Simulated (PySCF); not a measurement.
# C2H7AlCl−: magnetic properties, part 2 of 2

PySCF 2.14.0. Atoms count from 0.

## 6. Magnetic properties: GIAO B3LYP/aug-cc-pVDZ

The job: settings as JSON, then the geometry in Å.

```
{"job": {"kind": "mag", "xc": "B3LYP", "basis": "aug-cc-pVDZ"}, "charge": -1, "multiplicity": 1}
C     -1.645328     0.201623     0.482856
Al    -0.077983    -0.745084    -0.391019
C      1.527785     0.484300    -0.090617
Cl     3.105875    -0.149876    -0.761289
H     -1.834074     1.196913     0.037330
H     -1.486629     0.360930     1.566334
H     -2.585357    -0.372520     0.381854
H      0.205028    -2.192665     0.333825
H     -0.331818    -0.921177    -2.005469
H      1.728684     0.665435     0.979433
H      1.400776     1.475394    -0.559310
```

Method: GIAO B3LYP/aug-cc-pVDZ magnetisability, rotational g tensor and spin-rotation constants, non-relativistic, gas phase.

The log of the run:

```text
coarse grid: 9760 points
cycle   1  E = -783.0596191592  dE = -1.805e-01  |g| = 5.019e-01  |ddm| = 6.730e+00
cycle   2  E = -783.0115735299  dE =  4.805e-02  |g| = 6.545e-01  |ddm| = 2.727e+00
cycle   3  E = -783.1413844119  dE = -1.298e-01  |g| = 6.620e-02  |ddm| = 1.671e+00
cycle   4  E = -783.1426518783  dE = -1.267e-03  |g| = 2.407e-02  |ddm| = 1.932e-01
cycle   5  E = -783.1428098973  dE = -1.580e-04  |g| = 7.736e-03  |ddm| = 6.006e-02
cycle   6  E = -783.1428254252  dE = -1.553e-05  |g| = 2.400e-03  |ddm| = 1.855e-02
cycle   7  E = -783.1428270357  dE = -1.611e-06  |g| = 4.141e-04  |ddm| = 5.501e-03
final grid: 83656 points
cycle   8  E = -783.1565164790  dE = -1.018e-05  |g| = 4.155e-03  |ddm| = 8.372e-02
cycle   9  E = -783.1565110608  dE =  5.418e-06  |g| = 6.052e-03  |ddm| = 1.896e-02
cycle  10  E = -783.1565210357  dE = -9.975e-06  |g| = 3.681e-04  |ddm| = 1.072e-02
cycle  11  E = -783.1565210780  dE = -4.237e-08  |g| = 1.212e-04  |ddm| = 1.001e-03
cycle  12  E = -783.1565210818  dE = -3.766e-09  |g| = 3.685e-05  |ddm| = 2.932e-04
cycle  13  E = -783.1565210822  dE = -4.020e-10  |g| = 6.157e-06  |ddm| = 1.069e-04
converged SCF energy = -783.1565210822

Magnetisability tensor (1e-30 J/T^2)
    -1222.18       50.99       50.04
       50.99    -1122.58      -16.21
       50.04      -16.21    -1131.19
isotropic -1158.65   principal values   -1264.30  -1112.12  -1099.51
isotropic susceptibility -69.775 1e-6 cm^3/mol

Inertial axes            a          b          c
rot. const./GHz     13.2986     1.5660     1.4567
chi total           -74.379    -67.973    -66.975
chi diamagnetic    -210.533   -862.949   -924.604
chi paramagnetic    136.155    794.976    857.629
quadrupole/D A      -14.810      6.124      8.687
g nuclear            0.7381     0.5578     0.5601
g electronic        -0.8506    -0.5849    -0.5869
g total             -0.1125    -0.0270    -0.0269

Spin-rotation constants (kHz, H = +C I.J)
atom  isotope        aa         bb         cc
  1   27Al        6.085      0.791      0.740
  3   35Cl        0.492      0.229      0.191
  4     1H       -1.341     -0.092     -0.039
  5     1H       -1.342     -0.093     -0.038
  6     1H       -0.133     -0.103     -0.159
  7     1H       -0.712     -0.032      0.013
  8     1H       -0.712     -0.032      0.013
  9     1H       -1.366     -0.052      0.022
 10     1H       -1.364     -0.058      0.027
  0    13C*       1.405      0.145      0.130
  2    13C*       1.645      0.285      0.331
* in the singly substituted isotopologue
```

Wall time 15 s (1 thread of Intel Xeon Platinum 8375C at 2.90GHz, shared host); peak memory 0.72 GiB.

From this job:

| quantity | value |
| --- | --- |
| magnetisability | -1159·10⁻³⁰ J/T² |
| molar susceptibility | -69.8·10⁻⁶ cm³/mol |
| rotational g (a, b, c) | -0.1125, -0.0270, -0.0269 |

## 7. Magnetic properties: GIAO B3LYP/3-21G

The job, as its differences from that of step 6:

```diff
@@ -1,2 +1,2 @@
-{"job": {"kind": "mag", "xc": "B3LYP", "basis": "aug-cc-pVDZ"}, "charge": -1, "multiplicity": 1}
+{"job": {"kind": "mag", "xc": "B3LYP", "basis": "3-21G"}, "charge": -1, "multiplicity": 1}
 C     -1.645328     0.201623     0.482856
```

Level: GIAO B3LYP/3-21G magnetisability, rotational g tensor and spin-rotation constants, non-relativistic, gas phase.

The log of the run:

```text
coarse grid: 9760 points
cycle   1  E = -779.0259435889  dE = -6.868e-01  |g| = 4.467e-01  |ddm| = 2.715e+00
cycle   2  E = -779.0210950430  dE =  4.849e-03  |g| = 4.821e-01  |ddm| = 1.096e+00
cycle   3  E = -779.0855170155  dE = -6.442e-02  |g| = 5.071e-02  |ddm| = 5.537e-01
cycle   4  E = -779.0863040304  dE = -7.870e-04  |g| = 1.314e-02  |ddm| = 8.554e-02
cycle   5  E = -779.0863506050  dE = -4.657e-05  |g| = 2.958e-03  |ddm| = 2.050e-02
cycle   6  E = -779.0863530668  dE = -2.462e-06  |g| = 1.109e-03  |ddm| = 4.750e-03
final grid: 83656 points
cycle   7  E = -779.1419035314  dE = -5.310e-06  |g| = 3.025e-03  |ddm| = 1.163e-02
cycle   8  E = -779.1419028392  dE =  6.922e-07  |g| = 3.468e-03  |ddm| = 6.925e-03
cycle   9  E = -779.1419060566  dE = -3.217e-06  |g| = 3.316e-04  |ddm| = 3.755e-03
cycle  10  E = -779.1419060923  dE = -3.573e-08  |g| = 4.772e-05  |ddm| = 5.041e-04
cycle  11  E = -779.1419060929  dE = -5.582e-10  |g| = 1.631e-05  |ddm| = 6.411e-05
converged SCF energy = -779.1419060929

Magnetisability tensor (1e-30 J/T^2)
    -1256.85       35.97       48.28
       35.97    -1149.51      -22.95
       48.28      -22.95    -1142.88
isotropic -1183.08   principal values   -1287.20  -1141.58  -1120.46
isotropic susceptibility -71.247 1e-6 cm^3/mol

Inertial axes            a          b          c
rot. const./GHz     13.2986     1.5660     1.4567
chi total           -76.414    -69.849    -67.476
chi diamagnetic    -206.313   -857.549   -918.488
chi paramagnetic    129.899    787.700    851.012
quadrupole/D A      -13.070      5.862      7.208
g nuclear            0.7381     0.5578     0.5601
g electronic        -0.8116    -0.5795    -0.5824
g total             -0.0734    -0.0217    -0.0223

Spin-rotation constants (kHz, H = +C I.J)
atom  isotope        aa         bb         cc
  1   27Al        4.839      0.626      0.574
  3   35Cl        0.349      0.185      0.137
  4     1H       -1.420     -0.103     -0.049
  5     1H       -1.421     -0.104     -0.047
  6     1H       -0.301     -0.112     -0.165
  7     1H       -0.794     -0.040      0.009
  8     1H       -0.794     -0.040      0.010
  9     1H       -1.473     -0.073      0.004
 10     1H       -1.471     -0.078      0.009
  0    13C*       1.218      0.118      0.111
  2    13C*       1.382      0.235      0.289
* in the singly substituted isotopologue
```

Run time: 3.6 s. Hardware: 1 thread of Intel Xeon Platinum 8375C at 2.90GHz, shared host; peak memory 0.5 GiB.

From this job:

| quantity | value |
| --- | --- |
| magnetisability | -1183·10⁻³⁰ J/T² |
| molar susceptibility | -71.2·10⁻⁶ cm³/mol |
| rotational g (a, b, c) | -0.0734, -0.0217, -0.0223 |

## 8. Magnetic properties: GIAO B3LYP/6-31++G**

The job, as its differences from that of step 7:

```diff
@@ -1,2 +1,2 @@
-{"job": {"kind": "mag", "xc": "B3LYP", "basis": "3-21G"}, "charge": -1, "multiplicity": 1}
+{"job": {"kind": "mag", "xc": "B3LYP", "basis": "6-31++G**"}, "charge": -1, "multiplicity": 1}
 C     -1.645328     0.201623     0.482856
```

Method: GIAO B3LYP/6-31++G** magnetisability, rotational g tensor and spin-rotation constants, non-relativistic, gas phase.

The log of the run:

```text
coarse grid: 9760 points
cycle   1  E = -783.0844575913  dE = -2.053e-01  |g| = 5.057e-01  |ddm| = 2.995e+00
cycle   2  E = -783.0370815419  dE =  4.738e-02  |g| = 6.534e-01  |ddm| = 2.058e+00
cycle   3  E = -783.1675450134  dE = -1.305e-01  |g| = 6.497e-02  |ddm| = 1.148e+00
cycle   4  E = -783.1687979416  dE = -1.253e-03  |g| = 2.137e-02  |ddm| = 1.868e-01
cycle   5  E = -783.1689280793  dE = -1.301e-04  |g| = 6.701e-03  |ddm| = 5.770e-02
cycle   6  E = -783.1689397809  dE = -1.170e-05  |g| = 2.214e-03  |ddm| = 1.237e-02
cycle   7  E = -783.1689411255  dE = -1.345e-06  |g| = 4.178e-04  |ddm| = 3.993e-03
final grid: 83656 points
cycle   8  E = -783.1199270776  dE = -8.347e-06  |g| = 4.486e-03  |ddm| = 5.501e-02
cycle   9  E = -783.1199208259  dE =  6.252e-06  |g| = 6.524e-03  |ddm| = 1.188e-02
cycle  10  E = -783.1199325503  dE = -1.172e-05  |g| = 3.040e-04  |ddm| = 8.787e-03
cycle  11  E = -783.1199325789  dE = -2.850e-08  |g| = 1.045e-04  |ddm| = 9.427e-04
cycle  12  E = -783.1199325815  dE = -2.693e-09  |g| = 3.728e-05  |ddm| = 1.918e-04
cycle  13  E = -783.1199325820  dE = -4.117e-10  |g| = 4.708e-06  |ddm| = 8.065e-05
converged SCF energy = -783.1199325820

Magnetisability tensor (1e-30 J/T^2)
    -1220.79       49.15       49.26
       49.15    -1117.96      -14.47
       49.26      -14.47    -1127.90
isotropic -1155.55   principal values   -1260.26  -1109.95  -1096.44
isotropic susceptibility -69.589 1e-6 cm^3/mol

Inertial axes            a          b          c
rot. const./GHz     13.2986     1.5660     1.4567
chi total           -74.279    -67.643    -66.844
chi diamagnetic    -210.511   -862.715   -924.338
chi paramagnetic    136.232    795.071    857.494
quadrupole/D A      -14.552      6.022      8.530
g nuclear            0.7381     0.5578     0.5601
g electronic        -0.8511    -0.5849    -0.5868
g total             -0.1130    -0.0271    -0.0268

Spin-rotation constants (kHz, H = +C I.J)
atom  isotope        aa         bb         cc
  1   27Al        6.318      0.807      0.729
  3   35Cl        0.420      0.233      0.187
  4     1H       -1.316     -0.090     -0.041
  5     1H       -1.317     -0.091     -0.039
  6     1H       -0.139     -0.104     -0.153
  7     1H       -0.705     -0.032      0.014
  8     1H       -0.705     -0.032      0.014
  9     1H       -1.349     -0.053      0.020
 10     1H       -1.347     -0.058      0.025
  0    13C*       1.419      0.146      0.133
  2    13C*       1.630      0.281      0.326
* in the singly substituted isotopologue
```

Wall time 9.5 s (1 thread of Intel Xeon Platinum 8375C at 2.90GHz, shared host); peak memory 0.55 GiB.

From this job:

| quantity | value |
| --- | --- |
| magnetisability | -1156·10⁻³⁰ J/T² |
| molar susceptibility | -69.6·10⁻⁶ cm³/mol |
| rotational g (a, b, c) | -0.1130, -0.0271, -0.0268 |

## 9. The levels compared

| level | ξ (10⁻³⁰ J/T²) | g(a) | g(b) | gap (eV) | functions | time |
| --- | --- | --- | --- | --- | --- | --- |
| GIAO LDA/aug-pcSseg-1 | -1164 | -0.1082 | -0.0267 | 3.84 | 181 | 18 s |
| GIAO wB97X/aug-pcSseg-1 | -1156 | -0.1101 | -0.0265 | 8.20 | 181 | 24 s |
| GIAO B3LYP/ANO-RCC-VDZP | -1146 | -0.1084 | -0.0258 | 5.87 | 99 | 15 s |
| GIAO B3LYP/aug-cc-pVDZ | -1159 | -0.1125 | -0.0270 | 4.99 | 163 | 15 s |
| GIAO B3LYP/3-21G | -1183 | -0.0734 | -0.0217 | 7.17 | 58 | 3.6 s |
| GIAO B3LYP/6-31++G** | -1156 | -0.1130 | -0.0271 | 5.13 | 122 | 9.5 s |

## 10. Results

This closing draws on all 2 parts.

| quantity | value |
| --- | --- |
| point group | Cs |
| rotational constants (main isotopes) | 13.30, 1.57, 1.46 GHz |
| magnetisability (step 3, GIAO LDA/aug-pcSseg-1) | -1164·10⁻³⁰ J/T² |
| molar susceptibility (step 3, GIAO LDA/aug-pcSseg-1) | -70.1·10⁻⁶ cm³/mol |
| rotational g (a, b, c) (step 3, GIAO LDA/aug-pcSseg-1) | -0.1082, -0.0267, -0.0267 |
| magnetisability over the levels | -1183 to -1146·10⁻³⁰ J/T² |

**Reading.** The optimisation took 13 steps and gained 0.441 eV; among the close pairs (by a distance rule), Al1–Cl3 changed most, from 2.705 to 3.260 Å. For an ion, the motion of the centre of mass in the field is left out. The magnetisability spreads by 3.2 % over 6 levels, from GIAO B3LYP/3-21G (3.6 s) to GIAO B3LYP/ANO-RCC-VDZP (15 s); the runs took 3.6 s to 24 s. Vibrational averaging and real surroundings are missing from these values.
